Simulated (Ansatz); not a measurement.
# SrO: a single-point run

Aim: a sound single-point run of SrO. The structure is shown as the input types it.

Method: density functional or hybrid calculation with the settings of its input, plane waves (as first typed), in Ansatz 0.2.0.

2 further runs of the same task are left out: 2 that didn't finish.

## (1) The structure to begin with

It takes space group Fm-3m (No. 225, cubic). The conventional cell has a = 5.160 Å, b = 5.160 Å, c = 5.160 Å, α = 90.00°, β = 90.00°, γ = 90.00°. Sr (site symmetry m-3m) has 6 O at 2.58 Å as nearest neighbours. O (site symmetry m-3m) has 6 Sr at 2.58 Å as nearest neighbours.

The input asks for a charge of +2 e on the cell.

Structure file:

```
CELL_PARAMETERS angstrom
0.00000 2.57989 2.57989
2.57989 0.00000 2.57989
2.57989 2.57989 0.00000
ATOMIC_POSITIONS crystal
Sr 0.00000 0.00000 0.00000
O 0.50000 0.50000 0.50000
```

## (2) Input and run

input.yaml

```yaml
crystal:
  lattice:
    - [0.0, 2.5798923271, 2.5798923271]
    - [2.5798923271, 0.0, 2.5798923271]
    - [2.5798923271, 2.5798923271, 0.0]
  atoms:
    - { symbol: Sr, position: [0.0, 0.0, 0.0] }
    - { symbol: O, position: [0.5, 0.5, 0.5] }
kpoints:
  mp_grid: { grid: [6, 6, 6] }
hamiltonian:
  xc: pbe
scf:
  occupations: { method: fixed }
  n_extra_bands: 4
  max_iter: 68
output:
  forces: true
  stress: true
  eigenvalues: true
total_charge: 2
```

Run with:

```bash
> ansatz run input.yaml --threads 4 --pin off --max-ram 3686MiB --backend cpu --events-out ev --progress --plain --runs-dir out
```

**Question.** How will this run end, and is anything wrong with its input?

The run converged and reported no error, with warnings (band overlap at count, metallic iterate, unresolved pair at count). It gives a pressure of 72 GPa, which is large; a structure far from rest gives such values too, whatever the setting.

The suspect setting: total_charge is 2. With this charge the calculation describes a differently charged system.

Run again and compare: delete total_charge (the default then holds).
